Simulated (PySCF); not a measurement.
# C8H7F3: the cost of one run

Computed with PySCF 2.14.0 and routines of our own; the level stands in each step. Atoms count from 0.

### 1 The system as given

18 atoms, charge 0, multiplicity 1; geometry from: GFN2-xTB.

### 2 Geometry optimisation at PBE0-D3(BJ)/def2-SVP

Job settings and geometry (Å):

```
{"job": {"xc": "PBE0", "basis": "def2-SVP", "d3": "d3bj", "grid": 2, "kind": "geom"}, "charge": 0, "multiplicity": 1}
C     -4.132158    -0.061155    -0.211792
C     -3.092966    -0.020565     0.861277
C     -1.807443    -0.019658     0.639489
C     -0.560099    -0.019150     0.395125
C      0.684928    -0.028088     0.161880
C      1.972123    -0.035734    -0.090259
C      2.820427    -1.266104    -0.214625
C      2.711994     1.260010    -0.270198
F      3.699760     1.409905     0.637428
F      1.932799     2.344311    -0.164489
F      3.314413     1.339871    -1.475087
H     -4.793273    -0.913407    -0.055032
H     -4.739344     0.843246    -0.170717
H     -3.675783    -0.137400    -1.195073
H     -3.456866     0.013377     1.881177
H      3.276323    -1.306648    -1.204200
H      3.621024    -1.241865     0.525236
H      2.215381    -2.154629    -0.061796
```

Command:

```sh
$ OMP_NUM_THREADS=1 python excited_run.py task.json out
```

This one command runs all jobs of the session in turn.

Q: Estimate the wall time and peak memory of this first job on 1 thread of Arm Neoverse V2, shared host.

About 2.5 min, with a peak of 0.87 GiB.
